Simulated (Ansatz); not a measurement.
**GaPHS (doublet): from Hartree-Fock to the top rungs at distance P1–Ga2 = 2.772 Å, cc-pVDZ**

Aim: climb from Hartree-Fock through coupled cluster and multireference methods for GaPHS (doublet) at one geometry and basis, and see what each rung misses.

Program: Ansatz 0.2.0, Gaussian basis. Level of theory: cc-pVDZ, core rule «outside noble gas», up to 24 orbitals frozen. These are calculated values, not measurements.

The runs, in order: UHF; CCSD(T) on ROHF; CCSD(T) on UHF; BCCD(T) on ROHF; CISD; CCSDT(Q) on ROHF; CCSDT(Q) on UHF; CASSCF and MRCISD+Q, 3 electrons in 3 orbitals; CASSCF and NEVPT2, 3 electrons in 3 orbitals.

49 further runs of the same task are left out: 7 for a known fault of the program, 4 for a mislabelled method, 30 that didn't finish, 8 set aside as unsound or not needed.

## 1. What is computed

The geometry derives from a PBE0/def2-TZVP stationary point (not a proven minimum). One bond is set to the value named and the two fragments are kept rigid. No spin-orbit coupling is included. The filled d shell of Ga may be among the frozen orbitals whatever the setting's name suggests; the logs give the count.

4 atoms, charge 0, spin multiplicity 2.

Atoms are counted from 1 here; the program's logs count them from 0.

Bond lengths: P1–Ga2 2.772 Å, P1–H4 1.428 Å, Ga2–S3 2.019 Å. Angles: Ga2–P1–H4 89.2°, P1–Ga2–S3 178.3°.

Geometry (Å):

```xyz
4

P     0.0000   -0.4083    1.8821
Ga    0.0000   -0.3110   -0.8882
S     0.0000   -0.2996   -2.9072
H     0.0000    1.0189    1.9133
```

## 2. UHF

Contents of in.yaml:

```yaml
crystal:
  periodic: [false, false, false]
  atoms:
    - {symbol: P, position_ang: [-0.000004, -0.408329, 1.882094]}
    - {symbol: Ga, position_ang: [0.000010, -0.310972, -0.888196]}
    - {symbol: S, position_ang: [-0.000003, -0.299607, -2.907245]}
    - {symbol: H, position_ang: [-0.000003, 1.018908, 1.913347]}
basis:
  gaussian: {orbitals: cc-pVDZ}
magnetization: {spin_polarized: true, initial_magnetization: 1}
hamiltonian: {xc: hf}
output: {orbitals: {seedname: orbitals}}
```

Command:

```sh
$ ansatz run in.yaml --threads 1 --pin off --events-out ev --progress --plain --max-ram 2393MiB
```

After this run come: CCSD(T) on ROHF; CCSD(T) on UHF; BCCD(T) on ROHF; CISD; CCSDT(Q) on ROHF; CCSDT(Q) on UHF; CASSCF and MRCISD+Q, 3 electrons in 3 orbitals; CASSCF and NEVPT2, 3 electrons in 3 orbitals.

Q: Predict the results of all the runs planned. Wanted: UCCSDT(Q) below the RHF energy; RMP2 from UCCSDT(Q); UMP2 from UCCSDT(Q); RCCSD from UCCSDT(Q); RCCSD(T) from UCCSDT(Q); UCCSD(T) from UCCSDT(Q); RCCSDT(Q) from UCCSDT(Q); NEVPT2 pair from UCCSDT(Q); MRCISD+Q pair from UCCSDT(Q).

As calculated:

| quantity | value |
| --- | --- |
| UCCSDT(Q) below the RHF energy | -9.1986 eV |
| RMP2 from UCCSDT(Q) | +34.34 kcal/mol |
| UMP2 from UCCSDT(Q) | +36.19 kcal/mol |
| RCCSD from UCCSDT(Q) | +11.24 kcal/mol |
| RCCSD(T) from UCCSDT(Q) | +2.14 kcal/mol |
| UCCSD(T) from UCCSDT(Q) | +2.27 kcal/mol |
| RCCSDT(Q) from UCCSDT(Q) | +0.21 kcal/mol |
| NEVPT2 pair from UCCSDT(Q) | +32.30 kcal/mol |
| MRCISD+Q pair from UCCSDT(Q) | +6.24 kcal/mol |
| levels within 1 kcal/mol (43 meV) | RCCSDT, UCCSDT, RCCSDT(Q) |
| T1 diagnostic | 0.028 |

RCCSD(T) lands +2.14 kcal/mol from the yardstick (1.0 % of the correlation energy). Of the multireference levels listed MRCISD+Q pair comes nearest in total energy (+6.24 kcal/mol), which doesn't show that its space is the better one. These misses are within one basis, not against nature; the frozen cores of restricted and unrestricted runs differ, which can shift their rows.
